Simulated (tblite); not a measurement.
# C5H11NSi: the cost of one run

Computed with tblite 0.8.0 and PySCF 2.14.0, with density-fitted response routines of our own, on a single molecule in the gas phase. Atoms count from 0, in the outputs and in this text.

### 1 The molecule as given

18 atoms, charge 0, multiplicity 1; geometry from: force field or distance geometry start.

Bonds of the start (Å): C0–N1 1.40, N1–C2 1.24, C2–C3 1.47, C3–C4 1.53, C4–C5 1.50, C5–Si6 1.86, Si6–C3 1.87, C0–H7 1.11, C0–H8 1.11, C0–H9 1.10, C2–H10 1.10, C3–H11 1.09, C4–H12 1.10, C4–H13 1.11, C5–H14 1.08, C5–H15 1.10, Si6–H16 1.46, Si6–H17 1.44.

### 2 Geometry optimisation with GFN2-xTB

Job settings and geometry (Å):

```
{"job": {"kind": "relax", "xc": "GFN2-xTB", "basis": "xTB"}, "charge": 0, "multiplicity": 1}
C      2.812500    -0.551700     0.117800
N      1.740400    -0.980800     0.908000
C      0.538100    -0.690800     0.902200
C     -0.036400     0.264300    -0.062700
C     -1.189300    -0.293600    -0.894500
C     -2.138200    -0.145000     0.264100
Si    -1.289400     1.477000     0.605200
H      3.139500    -1.296800    -0.630000
H      3.682300    -0.429200     0.797700
H      2.688200     0.413100    -0.392900
H     -0.138900    -1.163600     1.633800
H      0.636800     0.802300    -0.725700
H     -1.021700    -1.327700    -1.239600
H     -1.437400     0.432800    -1.700600
H     -2.082600    -0.884500     1.055100
H     -3.184800    -0.017900    -0.057900
H     -1.578300     2.520700    -0.370600
H     -1.149600     1.877600     1.984700
```

Command:

```
> OMP_NUM_THREADS=1 python probes_run.py task.json out
```

One launch serves the whole session: the jobs run in the order shown.

**Question.** How long does this first job take on 1 thread of Arm Neoverse N1, shared host, and how much memory does it need?

About 2.3 s, with a peak of 0.18 GiB.
